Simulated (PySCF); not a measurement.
# The bond of HBr+, level by level

What are the lowest state that PBE0 finds, the bond length, vibrational wavenumber and bond energy of HBr+, and how much do these hang on the method?

The runs use PySCF 2.14.0; H pcseg-1, Br pcseg-1, no relativity.

### 1 The job

Settings of the job:

```json
{
  "atoms": "H, Br",
  "charge": "1",
  "basis": "H pcseg-1, Br pcseg-1",
  "Hamiltonian": "no relativity",
  "basis functions": "32",
  "electrons treated": "35",
  "masses in u": "1.0078, 78.9183",
  "levels": "PBE0, PBE, r²SCAN, BHandHLYP, BLYP, TPSS, CAM-B3LYP, HF, MP2, SCS-MP2, CCSD, CCSD(T)",
  "grid": "80 radial by 434 angular points",
  "occupations": "held fixed by the projection of orbital angular momentum",
  "dissociation limit": "H + Br+, each in its ground configuration",
  "starting distance in angstrom": "1.535",
  "values of 2S to try": "1, 3"
}
```

Further steps of the session: The PBE0 curve of the lowest state; Higher solutions at PBE0; PBE (GGA); r²SCAN (meta-GGA); BHandHLYP (global hybrid GGA); BLYP (GGA); TPSS (meta-GGA); CAM-B3LYP (range-separated hybrid); UHF (mean field); Correlated methods on the Hartree–Fock reference.

**Question.** What will these runs give? Wanted: for each run, Re; ωe; De; μ.

As calculated:

Lowest PBE0 solution found, without spin–orbit coupling: ²Π (doublet), unpaired electrons π ↑. The other levels ran on it alone.

```
      level  Re (Å)  ωe (cm⁻¹)  De (eV)  μ (D)
        UHF   1.442       2583     2.90  -1.79
    UHF-MP2   1.451       2499     3.66    n/a
UHF-SCS-MP2   1.452       2495     3.69    n/a
   UHF-CCSD   1.457       2453     3.72    n/a
UHF-CCSD(T)   1.458       2443     3.75    n/a
        PBE   1.477       2352     4.13  -1.71
       BLYP   1.482       2309     4.11  -1.68
       TPSS   1.469       2385     4.20  -1.69
     r²SCAN   1.462       2427     4.17  -1.76
       PBE0   1.461       2447     4.05  -1.74
  BHandHLYP   1.453       2495     3.98  -1.74
  CAM-B3LYP   1.462       2441     4.10  -1.75
```

De is counted to H + Br+ in their ground configurations. A positive dipole points from H to Br; in an ion it is taken about the centre of mass and does not tell which atom is negative.

Differences from CCSD(T) in the same basis:

```
      level  Re (mÅ)  ωe (%)
        UHF      -16    +5.7
    UHF-MP2       -6    +2.3
UHF-SCS-MP2       -6    +2.1
   UHF-CCSD       -1    +0.4
        PBE      +19    -3.7
       BLYP      +24    -5.5
       TPSS      +11    -2.4
     r²SCAN       +5    -0.7
       PBE0       +4    +0.1
  BHandHLYP       -5    +2.1
  CAM-B3LYP       +5    -0.1
```

**Reading.** Against CCSD(T) in the same basis, the bond length is nearest at UHF-CCSD (-1 mÅ) and farthest at BLYP (+24 mÅ); the wavenumber is nearest at PBE0 and CAM-B3LYP (0.1 % off) and farthest at UHF (+5.7 %). Hartree–Fock falls on the short and stiff side, its usual fault. PBE has the long and soft bond that GGAs tend to give. CCSD(T) in a basis this small is itself some way from its limit, more so than the functionals. Of the levels with a De here, UHF gives the least (2.90 eV) and TPSS the most (4.20 eV).

Correlated steps freeze 9 core orbitals. At some levels the lowest empty orbital lies below the highest filled one (the two can be of opposite spin).
